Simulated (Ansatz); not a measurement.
Predict the output of the script below (the Ansatz DFT code, driven from Python).

`ch6bno.xyz`
```text
10

B    -0.58180    1.64320    0.12000
O     0.43780    0.67770    0.04620
C    -0.17800   -0.59800   -0.05900
N     0.97670   -1.60080   -0.11050
H    -1.04200    2.16580   -0.90430
H    -1.05930    2.04880    1.15240
H    -0.74190   -0.68870   -0.96270
H    -0.74360   -0.79820    0.83910
H     1.50230   -1.50030    0.78990
H     1.51300   -1.40070   -0.90820
```

`methods_ch6bno.py`:
```python
from pathlib import Path

import ansatz as az
import numpy as np

system = az.Crystal.molecule_from_extxyz('ch6bno.xyz')

setup = system.calculation().basis(gaussian='cc-pVDZ')

print('functional    E (Ha)        dipole (D)   HOMO (eV)  LUMO (eV)')
for name in ['pbe', 'r2scan', 'lc_wpbe', 'r2scan0', 'hf']:
    report = setup.functional(name).forces().orbitals().run(runs_dir='runs').report
    lines = Path(report['orbitals_path']).read_text().splitlines()
    field_of = lambda key: [line.split('=')[1].strip() for line in lines if line.startswith(key)]
    orbitals = [(27.211386 * float(e), s, float(n)) for e, s, n in zip(field_of('Ene='), field_of('Spin='), field_of('Occup='))]
    homo = max(e for e, _, n in orbitals if n > 0.5)
    lumo = min(e for e, _, n in orbitals if n < 0.5)
    dipole = 4.803205 * np.linalg.norm(report['charge_distribution']['dipole_moment_e_ang'])
    print(f'{name:10s} {report["free_energy_ev"] / 27.211386246:14.6f} {dipole:9.3f} {homo:11.3f} {lumo:10.3f}')
```

```console
$ python methods_ch6bno.py
functional    E (Ha)        dipole (D)   HOMO (eV)  LUMO (eV)
pbe           -196.272781     0.235      -5.517     -2.262
r2scan        -196.412875     0.156      -5.871     -1.843
lc_wpbe       -196.403077     0.220     -10.016      1.221
r2scan0       -196.392176     0.204      -7.355     -0.965
hf            -195.353915     0.518     -11.088      2.542
```

Notes:
- Total energies depend on the basis set; only differences at equal settings carry meaning.
- The geometry is a force-field or estimated start, not a minimum of this method, and the basis set is short of its limit. A lower total doesn't mark the better method: functionals have no common bound, and MP2 and coupled cluster aren't variational.
- Levels such as HOMO and LUMO are orbital energies: with these approximate functionals they aren't the ionisation energy and electron affinity, and their gap isn't the fundamental gap.
- Timing: 16 s on 1 thread of Arm Neoverse V1, on a shared host, peak memory 0.23 GiB.

(Lines on the test bed's own set-up are left out of the output.)
